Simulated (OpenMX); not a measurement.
The system is HPbNO4.

```
CELL_PARAMETERS angstrom
3.85404 0.14384 0.09012
-0.25320 5.52698 0.16471
-0.48197 -1.92720 5.72025
ATOMIC_POSITIONS crystal
H 0.10913 0.65718 0.54463
Pb 0.61029 0.52127 0.15100
N 0.91580 0.96263 0.95867
O 0.01384 0.13639 0.88084
O 0.72398 0.01057 0.12858
O 0.00389 0.73732 0.87043
O 0.11927 0.59324 0.37651
```

The cell was built by a generator and needn't be a form met in nature.

Program: OpenMX 3.8.5. Alike in all runs: task band structure; no spin polarisation; cell as given; smearing fermi-dirac 0.05 eV.

Q: Order these runs on this cell by their pressure, lowest first.
A. level LDA; potentials or basis OpenMX 2013 LDA set, H6.0-s2p1, Pb8.0-s3p2d2f1, N6.0-s2p2d1, O6.0-s2p2d1, grid cutoff 500 Ry; k mesh 5 × 5 × 5
B. level PBE; potentials or basis OpenMX 2013 PBE set, H7.0-s2p2d1, Pb8.0-s3p2d2f2, N6.0-s3p2d2, O6.0-s3p2d2, grid cutoff 500 Ry; k mesh 7 × 5 × 5
C. level PBE; potentials or basis OpenMX 2013 PBE set, H5.0-s2, Pb8.0-s3p2d2, N6.0-s2p2, O6.0-s2p2, grid cutoff 500 Ry; k mesh 7 × 5 × 5

A: A (-2.5 GPa), B (1.4 GPa), C (9.5 GPa).

Caveats: the basis of atomic orbitals isn't converged, which shifts pressures, moduli and gaps.
